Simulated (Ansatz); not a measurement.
# C₂H₇BO₃: small, medium and large basis sets

An exercise on one series of results from a longer session: the logs are not shown, and one member is left open.

Computed with Ansatz 0.2.0, Gaussian basis. Level: one geometry, several basis sets.

The runs, in order: PBE0-D4/def2-SVP; ωB97M-V/def2-SVP; PBE0-D4/def2-QZVPP; ωB97M-V/def2-QZVPP; the functionals' def2-TZVPP values are taken from earlier runs.

## Structure used throughout

All runs share one geometry, relaxed beforehand with PBE0-D4 in a triple-zeta def2 set.

SMILES `COB(O)OC`, 13 atoms, charge 0, spin multiplicity 1.

Atoms are counted from 1 here; the program's logs count them from 0.

Bond lengths: C1–O2 1.413 Å, C1–H7 1.093 Å, C1–H8 1.090 Å, C1–H9 1.093 Å, O2–B3 1.360 Å, B3–O4 1.368 Å, B3–O5 1.363 Å, O4–H10 0.960 Å, O5–C6 1.412 Å, C6–H11 1.091 Å, C6–H12 1.092 Å, C6–H13 1.094 Å. Angles: O2–C1–H7 111.2°, O2–C1–H8 107.6°, O2–C1–H9 111.2°, H7–C1–H8 109.2°, H7–C1–H9 108.4°, H8–C1–H9 109.2°, C1–O2–B3 120.1°, O2–B3–O4 120.2°, O2–B3–O5 120.7°, O4–B3–O5 119.1°, B3–O4–H10 111.4°, B3–O5–C6 121.6°, O5–C6–H11 108.3°, O5–C6–H12 111.7°, O5–C6–H13 110.0°, H11–C6–H12 109.4°, H11–C6–H13 108.7°, H12–C6–H13 108.8°.

The first run:

in.yaml

```yaml
crystal:
  periodic: [false, false, false]
  atoms:
    - {symbol: C, position_ang: [0.452061, -2.024535, -0.475141]}
    - {symbol: O, position_ang: [0.166055, -0.641675, -0.510717]}
    - {symbol: B, position_ang: [-0.036144, 0.043509, 0.646985]}
    - {symbol: O, position_ang: [0.051157, -0.599777, 1.851417]}
    - {symbol: O, position_ang: [-0.332170, 1.373764, 0.626623]}
    - {symbol: C, position_ang: [-0.419426, 2.094711, -0.583907]}
    - {symbol: H, position_ang: [-0.362002, -2.585463, -0.008730]}
    - {symbol: H, position_ang: [0.575442, -2.361803, -1.504499]}
    - {symbol: H, position_ang: [1.371775, -2.224085, 0.080770]}
    - {symbol: H, position_ang: [-0.113654, 0.000874, 2.581476]}
    - {symbol: H, position_ang: [-1.242646, 2.806304, -0.499655]}
    - {symbol: H, position_ang: [-0.597042, 1.433789, -1.434386]}
    - {symbol: H, position_ang: [0.506994, 2.649783, -0.755436]}
basis:
  gaussian: {orbitals: def2-SVP}
hamiltonian: {xc: pbe0, dispersion: d4}
output: {orbitals: {seedname: orbitals}}
```

Command:

```sh
ansatz run in.yaml --threads 4 --pin off --events-out ev --progress --plain --max-ram 10444MiB
```

Steps of the session up to this table: PBE0-D4 in def2-SVP; ωB97M-V in def2-SVP; PBE0-D4 in def2-QZVPP; ωB97M-V in def2-QZVPP.

One of the session's tables, all rows but one given; the rest of the session is left out.

It belongs to the step «Functionals by basis». 

```
functional       basis  HOMO (eV)  LUMO (eV)
   PBE0-D4    def2-SVP          ?          ?
   PBE0-D4  def2-TZVPP      -8.14       0.92
   PBE0-D4  def2-QZVPP      -8.17       0.60
   ωB97M-V    def2-SVP     -10.34       3.51
   ωB97M-V  def2-TZVPP     -10.54       2.22
   ωB97M-V  def2-QZVPP     -10.57       1.69
```

**Question.** Estimate the row for PBE0-D4, def2-SVP.

As computed: HOMO (eV): -7.95; LUMO (eV): 1.88. In the column «HOMO (eV)» it is the highest.
